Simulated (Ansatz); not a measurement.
## SbS2: equation of state with PBE

Crystal: SbS2.

```
Sb S
1.0
    -3.03071    3.03071    5.79760
     3.03071   -3.03071    5.79760
     3.03071    3.03071   -5.79760
Sb S
2 4
Cartesian
  0.0000 0.0000 0.0000
  0.0000 3.0307 2.8988
  -1.5154 1.6610 4.3482
  1.3697 1.5154 1.4494
  4.5461 1.3697 -1.4494
  1.6610 1.5154 7.2470
```

The cell comes from a database or a generator and needn't be the stable form of this composition.

```yaml
Program: Ansatz 0.2.0
Task: equation of state
Functional: PBE
Potentials_or_basis: Ansatz PAW
Cutoff: 420 eV
Density_cutoff: 1680 eV
k_mesh: 6 × 6 × 6
Occupations: fermi-dirac, width 0.05 eV
Spin: no spin polarisation
```

```yaml
Equilibrium_volume: 35.58 Å³/atom
Bulk_modulus_at_fixed_shape_and_positions: 40 GPa
Pressure_derivative_of_the_bulk_modulus: 4.5
```

Energy against volume, from the lowest point:
| volume (Å³/atom) | energy (meV/atom) |
| --- | --- |
| 33.371 | 19.09 |
| 34.081 | 8.46 |
| 34.791 | 2.25 |
| 35.502 | 0.00 |
| 36.212 | 1.31 |
| 36.922 | 5.79 |
| 37.632 | 13.13 |

All runs of the series together: 43 s on 2 threads of Intel(R) Xeon(R) Platinum 8488C (Sapphire Rapids), on a shared host.

Caveat: the cell was scaled at fixed shape and fractional positions, which overstates the stiffness of a crystal with free parameters, most of all of layers and chains. Spin-orbit coupling is left out, which matters for the levels of Sb.
